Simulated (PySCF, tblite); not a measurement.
**C₄H₉ClOSi: geometry, infrared bands and NMR shifts**

What infrared bands and NMR shifts should C₄H₉ClOSi (`C[C@@H]1CO[Si@H](Cl)C1`) show?

Programs: tblite 0.8.0 and PySCF 2.14.0, with density-fitted response routines of our own. Each step states its level of theory. These are calculated values for one molecule in the gas phase, unless marked as measured. Atoms are numbered from 0 throughout.

## Step 1: The molecule as given

16 atoms, charge 0, multiplicity 1; geometry from: force field or distance geometry start.

Bonds of the start (Å): C0–C1 1.51, C1–C2 1.52, C2–O3 1.40, O3–Si4 1.72, Si4–Cl5 2.05, Si4–C6 1.89, C6–C1 1.51, C0–H7 1.12, C0–H8 1.12, C0–H9 1.11, C1–H10 1.11, C2–H11 1.11, C2–H12 1.12, Si4–H13 1.47, C6–H14 1.12, C6–H15 1.08.

## Step 2: Relaxing the molecule with GFN2-xTB

What the job is given:

```
{"job": {"kind": "relax", "xc": "GFN2-xTB", "basis": "xTB"}, "charge": 0, "multiplicity": 1}
C     -1.765000    -0.043600     0.143100
C     -0.482600    -0.403900    -0.559700
C      0.349800    -1.263500     0.369700
O      0.799100    -0.447300     1.413800
Si     1.621800     0.720400     0.462300
Cl     2.007400     2.480300     1.447000
C      0.274700     0.867100    -0.848800
H     -1.764900    -0.566000     1.131300
H     -1.799900     1.056000     0.324700
H     -2.627500    -0.402400    -0.452900
H     -0.677600    -0.903200    -1.532600
H      1.266200    -1.642100    -0.126200
H     -0.265300    -2.119900     0.758400
H      2.808900     0.038200    -0.076300
H     -0.421100     1.709900    -0.614100
H      0.668500     0.928800    -1.851300
```

The run is started by

```console
OMP_NUM_THREADS=1 python probes_run.py task.json out
```

One launch serves the whole session: the jobs run in the order shown.

**Question.** This job is followed by: GFN2-xTB harmonic vibrations, gas phase; GIAO PBE0/pcSseg-1 NMR shielding, non-relativistic, gas phase. What will the session give for the following? strongest single infrared mode (GFN2-xTB); zero-point energy (GFN2-xTB); 13C shifts against TMS (PBE0/pcSseg-1); 1H shifts against TMS (PBE0/pcSseg-1, means over atoms taken as alike); 17O shifts against H2O (PBE0/pcSseg-1); 29Si shifts against TMS (PBE0/pcSseg-1); 35Cl shifts against HCl (PBE0/pcSseg-1).

**Answer**, as computed:

| quantity | value |
| --- | --- |
| strongest single infrared mode (GFN2-xTB) | 2312 cm⁻¹, 245 km/mol |
| zero-point energy (GFN2-xTB) | 78.7 kcal/mol |
| 13C shifts against TMS (PBE0/pcSseg-1) | 76.5, 35.7, 24.9, 24.3 ppm |
| 1H shifts against TMS (PBE0/pcSseg-1, means over atoms taken as alike) | 5.42, 4.05, 3.96, 2.13, 1.18, 1.15, 0.68 ppm |
| 17O shifts against H2O (PBE0/pcSseg-1) | 62.4 ppm |
| 29Si shifts against TMS (PBE0/pcSseg-1) | 15.9 ppm |
| 35Cl shifts against HCl (PBE0/pcSseg-1) | 55 ppm |

What this shows: Over 120 steps the energy fell by 0.943 eV; of the close pairs, O3–Si4 changed most, 1.716 to 1.631 Å. No mode is imaginary among the 42: a minimum at this level. The strongest single mode, at 2312 cm⁻¹, moves mainly H13. GFN2-xTB is a fitted tight-binding method: band positions and strengths are rough. Its intensities can rank the bands wrongly. C2 (sp3 CH2 bonded to O) lies farthest downfield among carbon, at 76.5 ppm; pulled downfield by the heteroatom. At PBE0/pcSseg-1: Shielding is most anisotropic at Cl5 (span 211 ppm, paramagnetic term -254 ppm).
